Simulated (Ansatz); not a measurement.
# NbRu: the cost of one run

Method: DFT r2SCAN, scalar-relativistic, plane waves, PAW, in Ansatz 0.2.0.

## (1) Starting point

Symmetry: Pm-3m, No. 221, cubic system. The conventional cell has a = 3.184 Å, b = 3.184 Å, c = 3.184 Å, α = 90.00°, β = 90.00°, γ = 90.00°. Around Nb (site symmetry m-3m) lie 8 Ru at 2.76 Å. Around Ru (site symmetry m-3m) lie 8 Nb at 2.76 Å.

Coordinates:

```xyz
2
Lattice="3.1840 0.0000 0.0000 0.0000 3.1840 0.0000 0.0000 0.0000 3.1840" Properties=species:S:1:pos:R:3 pbc="T T T"
Nb    0.0000    0.0000    0.0000
Ru    1.5920    1.5920    1.5920
```

The structure comes from the Crystallography Open Database.

(A quick probe on a coarse mesh, which set the mesh and smearing, is not shown.)

## (3) Full relaxation

Input file input.yaml:

```yaml
crystal:
  lattice:
    - [3.184, 0.0, 0.0]
    - [0.0, 3.184, 0.0]
    - [0.0, 0.0, 3.184]
  atoms:
    - { symbol: Nb, position: [0.0, 0.0, 0.0] }
    - { symbol: Ru, position: [0.5, 0.5, 0.5] }
basis:
  ecutwfc: 500
kpoints:
  mp_grid: { grid: [12, 12, 12] }
hamiltonian:
  xc: r2scan
scf:
  occupations: { method: gaussian, width: 0.1 }
output:
  forces: true
  stress: true
  eigenvalues: true
  write_density: true
  write_potential: true
  elf: true
  volumetric_format: npy
relax:
  adjacent_minimum: "off"
  f_tol: 0.02
  max_steps: 70
  cell: { stress_tol: 0.1 }
```

Started as:

```sh
ansatz run input.yaml --threads 2 --pin off --max-ram 5120MiB --backend cpu --events-out ev --progress --plain --runs-dir out
```

**Question.** How long does this run take on 2 threads of Arm Neoverse V1, shared host, and how much memory does it need?

About 19 s, with a peak of 0.43 GiB.
